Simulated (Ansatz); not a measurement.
# Ti3Al: an axial (c/a) deformation path

One table from this session's results is given with a row withheld; the runs are named, their logs left out.

Computed with Ansatz 0.2.0 (DFT r2SCAN, scalar-relativistic, plane waves, PAW, unless a step's input says otherwise).

2 further runs of the same task are left out: 2 set aside as unsound or not needed.

### The system as given

Symmetry: P-6m2, No. 187, hexagonal system. The conventional cell has a = 2.921 Å, b = 2.921 Å, c = 9.201 Å, α = 90.00°, β = 90.00°, γ = 120.00°. Ti (site symmetry -6m2) has 12 Ti at 2.85 to 2.92 Å in its first shell of neighbours. Around Ti (site symmetry 3m) lie 9 Ti at 2.85 to 2.92 Å and 3 Al at 2.86 Å. Al (site symmetry -6m2) is surrounded by 6 Ti at 2.86 Å and 6 Al at 2.92 Å.

Coordinates:

```cif
data_structure
_symmetry_space_group_name_H-M 'P 1'
_symmetry_Int_Tables_number 1
_cell_length_a 2.9214
_cell_length_b 2.9214
_cell_length_c 9.2010
_cell_angle_alpha 90.000
_cell_angle_beta 90.000
_cell_angle_gamma 120.000
_cell_volume 68.01
loop_
_atom_site_label
_atom_site_type_symbol
_atom_site_fract_x
_atom_site_fract_y
_atom_site_fract_z
_atom_site_occupancy
Ti1 Ti 0.66667 0.33333 0.00000 1
Ti2 Ti 0.33333 0.66667 0.75039 1
Ti3 Ti 0.33333 0.66667 0.24961 1
Al1 Al 0.66667 0.33333 0.50000 1
```

It goes back to an entry of the Materials Project, which need not be the stable form.

It is the result of an earlier relaxation at this level (volume 17.00 Å³/atom; gap on the mesh: none (metal)).

Set-up of the first run:

File input.yaml:

```yaml
crystal:
  lattice:
    - [2.9214297687, 0.0, 0.0]
    - [-1.4607148843, 2.530032395, 0.0]
    - [0.0, 0.0, 9.2010097216]
  atoms:
    - { symbol: Ti, position: [0.6666666667, 0.3333333333, 0.0] }
    - { symbol: Ti, position: [0.3333333333, 0.6666666667, 0.7503852021] }
    - { symbol: Ti, position: [0.3333333333, 0.6666666667, 0.2496147979] }
    - { symbol: Al, position: [0.6666666667, 0.3333333333, 0.5] }
basis:
  ecutwfc: 500
kpoints:
  mp_grid: { grid: [24, 24, 6] }
hamiltonian:
  xc: r2scan
scf:
  occupations: { method: gaussian, width: 0.15 }
output:
  forces: true
  stress: true
  eigenvalues: true
```

On the command line:

```sh
> ansatz run input.yaml --threads 1 --pin off --max-ram 2560MiB --backend cpu --events-out ev --progress --plain --runs-dir out
```

Among the steps run: The reference: the undisturbed cell on the scan's mesh; ρ = 0.850; At ρ = 1.200; Point ρ = 0.920; At ρ = 1.100; Point ρ = 0.960.

One table of the session follows, with a row left open; its other results are not shown here.

```
    ρ  ΔE (meV/atom)  pressure (GPa)
0.850          148.7             2.0
0.920           42.8             0.9
0.960              ?               ?
1.000            0.0             0.0
1.100           50.7            -0.1
1.200          169.8             0.2
```

**Question.** Estimate the row for ρ = 0.960.

Worked estimate for «ΔE (meV/atom)». A straight line through the neighbours (0.920, 42.8) and (1.000, 0.0) gives 42.8 + (0.0 − 42.8) × (0.960 − 0.920) / (1.000 − 0.920) = 21.4; a parabola fitted to 4 rows on both sides gives 11.8.

The run gave: ΔE (meV/atom): 10.3; pressure (GPa): 0.4. In «ΔE (meV/atom)» the line misses by +11.1 and the parabola by +1.5.
